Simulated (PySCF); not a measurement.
**WNH₂: structure of the doublet**

Where does doublet WNH₂ go from a trigonal planar start, is the end point a minimum, and what are its modes, charges and moments?

The runs use PySCF 2.14.0; PBE0, basis W def2-TZVP with ECP60, N def2-TZVP, H def2-TZVP, scalar-relativistic core potentials, no spin–orbit coupling, density fitting.

### 1 The system as given

4 atoms, charge 0, spin multiplicity 2.

Bond lengths: W1–N2 1.800 Å, W1–H3 1.690 Å, W1–H4 1.690 Å. Angles: N2–W1–H3 120.0°, N2–W1–H4 120.0°, H3–W1–H4 120.0°.

```xyz
4
charge 0 multiplicity 2
W     0.0000    0.0000    0.1175
N     0.0000    0.0000   -1.6824
H    -1.4636    0.0000    0.9625
H     1.4636    0.0000    0.9625
```

### 2 The SCF at the typed geometry

One driver script runs all steps and calls PySCF; scf.py shows how it sets up the SCF of each step. The optimiser is the driver's own. After this first run the driver tries any further starts and a stability analysis.

Input file scf.py:

```python
from pyscf import gto, scf, dft
mol = gto.M(atom='''
W     -0.000000     0.000000     0.117530
N      0.000010     0.000000    -1.682430
H     -1.463580     0.000000     0.962540
H      1.463600     0.000000     0.962530''',
    basis={'W': 'def2-TZVP', 'N': 'def2-TZVP', 'H': 'def2-TZVP'},
    ecp={'W': 'def2-TZVP'},
    charge=0, spin=1)
mf = dft.UKS(mol, xc='PBE0')
mf.grids.atom_grid = (50, 194)
aux = {'W': 'def2-universal-JKFIT', 'N': 'def2-universal-JKFIT', 'H': 'def2-universal-JKFIT'}
mf = mf.density_fit(auxbasis=aux)
mf.conv_tol = 1e-08
mf.diis_space = 10
mf.max_cycle = 60
mf.init_guess = 'minao'
mf.verbose = 4
mf.kernel()
```

Run with:

```bash
OMP_NUM_THREADS=2 python axn.py task.json out
```

Further steps of the session: Trigonal planar start, doublet: relaxation; Vibrations and properties at this point; Following the imaginary mode; Frequencies.

**Question.** What will these runs give? Wanted: minimum; geometry; wavenumbers; dipole moment; highest occupied, lowest empty level; polar-tensor charge of W1; zero-point energy; atomisation energy; ⟨S²⟩.

As calculated:

```
                                          quantity                                                            value
                                           minimum                                                      doublet, Cs
                                          geometry    W–H 1.710 Å (×2), W–N 1.650 Å; H–W–H 113.6°, H–W–N 97.8° (×2)
                                wavenumbers (cm⁻¹)  650 (a'), 681 (a''), 733 (a'), 1168 (a'), 1992 (a''), 1999 (a')
                                     dipole moment                                                           4.31 D
highest occupied, lowest empty level (either spin)                                                  -6.77, -2.67 eV
                         polar-tensor charge of W1                                                          +1.01 e
                                 zero-point energy                                                      43.2 kJ/mol
                               entropy at 298.15 K                                                  271.1 J/(mol K)
         atomisation energy (no zero-point energy)                                                      1194 kJ/mol
                                              ⟨S²⟩                                                            0.767
```

From C2v at the start the molecule goes to a Cs minimum, after a stop at a saddle point 91.4 kJ/mol higher, from which it was pushed off along an imaginary mode. In the infrared the band at 1992 cm⁻¹ (a'', stretch) leads. Most of the spin sits on W1 (Mulliken spin 1.28, against 1 for the whole molecule). The first SCF alone would have been 25 kJ/mol too high. Other starts or spin states, not run here, may lie lower. Open d and f shells are described by one determinant, and the ground state may have another occupation or spin. With an element this heavy the missing spin–orbit coupling can shift these numbers.
